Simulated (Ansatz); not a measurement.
# Ga2GeSe3: the cost of one run

Program: Ansatz 0.2.0. Level of theory: DFT PBE, scalar-relativistic, plane waves, PAW. These are calculated values, not measurements.

**1. The starting structure**

It takes space group I4mm (No. 107, tetragonal). The conventional cell has a = 5.954 Å, b = 5.954 Å, c = 8.997 Å, α = 90.00°, β = 90.00°, γ = 90.00°. Ga (site symmetry 2mm) is surrounded by 2 Se at 2.12 to 2.38 Å. Around Ge (site symmetry 4mm) lie 1 Se at 1.96 Å. Around Se (site symmetry 4mm) lie 1 Ge at 1.96 Å. Se (site symmetry 2mm) has 2 Ga at 2.12 to 2.38 Å as nearest neighbours.

As a file:

```
CELL_PARAMETERS angstrom
-2.97705 2.97705 4.49864
2.97705 -2.97705 4.49864
2.97705 2.97705 -4.49864
ATOMIC_POSITIONS crystal
Ga 0.97948 0.47948 0.50000
Ga 0.47948 0.97948 0.50000
Ge 0.50380 0.50380 0.00000
Se 0.28547 0.28547 0.00000
Se 0.21478 0.71478 0.50000
Se 0.71478 0.21478 0.50000
```

A structure generator made this guess: random cell by space group and Wyckoff sites (I4mm, No. 107). Lengths come from tabulated atomic sizes and are only a guess.

**2. A first look at the guess**

input.yaml

```yaml
crystal:
  lattice:
    - [-2.97704537, 2.97704537, 4.49863539]
    - [2.97704537, -2.97704537, 4.49863539]
    - [2.97704537, 2.97704537, -4.49863539]
  atoms:
    - { symbol: Ga, position: [0.97947705, 0.47947705, 0.5] }
    - { symbol: Ga, position: [0.47947705, 0.97947705, 0.5] }
    - { symbol: Ge, position: [0.50380307, 0.50380307, 0.0] }
    - { symbol: Se, position: [0.28546719, 0.28546719, 0.0] }
    - { symbol: Se, position: [0.21478088, 0.71478088, 0.5] }
    - { symbol: Se, position: [0.71478088, 0.21478088, 0.5] }
basis:
  ecutwfc: 420
kpoints:
  mp_grid: { grid: [4, 4, 4] }
hamiltonian:
  xc: pbe
scf:
  occupations: { method: gaussian, width: 0.1 }
  lower_state_search: "off"
output:
  forces: true
  stress: true
  eigenvalues: true
```

The run is started by

```
ansatz run input.yaml --threads 1 --pin off --max-ram 2560MiB --backend cpu --events-out ev --progress --plain --runs-dir out
```

What time and memory should one allow on 1 thread of Intel Xeon at 2.50GHz (Skylake/Cascade Lake), shared host?

About 11 s, with a peak of 0.46 GiB.
